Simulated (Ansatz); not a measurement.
**HfB under changes of volume**

One of the cells (12.326 Å³/atom); the others are scaled copies at fixed shape and fractional positions:

```
Hf B
1.0
     0.00000    2.31000    2.31000
     2.31000    0.00000    2.31000
     2.31000    2.31000    0.00000
Hf B
1 1
Direct
  0.50000 0.50000 0.50000
  0.00000 0.00000 0.00000
```

```yaml
Program: Ansatz 0.2.0
Functional: LDA
Potentials_or_basis: Ansatz PAW
Cutoff: "420 eV (not typed: the program's choice for these potentials)"
k_mesh: 10 × 10 × 10
Occupations: fermi-dirac, width 0.05 eV
Spin: no spin polarisation
```

```csv
volume (Å³/atom),energy over the lowest point (meV/atom),pressure (GPa)
11.587,170.50,35.4
11.833,121.24,29.0
12.080,81.35,23.2
12.326,50.01,17.9
12.573,?,?
12.819,9.98,8.7
13.066,0.00,4.6
```

Problem. What does the run at 12.573 Å³/atom give?

Solution. Energy over the lowest point 26.45 meV/atom; pressure 13.1 GPa.

Worked out: A Birch-Murnaghan fit of order 3 (a polynomial in V^(-2/3)) to the other rows has its minimum at 13.37 Å³/atom, just outside them, with B0 = V·E''(V) = 186 GPa and B' = 3.9. It gives 26.41 meV/atom at 12.573 Å³/atom, against the run's 26.45, and -dE/dV = 12.9 GPa, against 13.1.

Energies are extrapolated to zero smearing.

Caveats: the PAW data sets come from PBE, with cores solved anew for the run's functional, which leaves a small shift of forces and pressure.
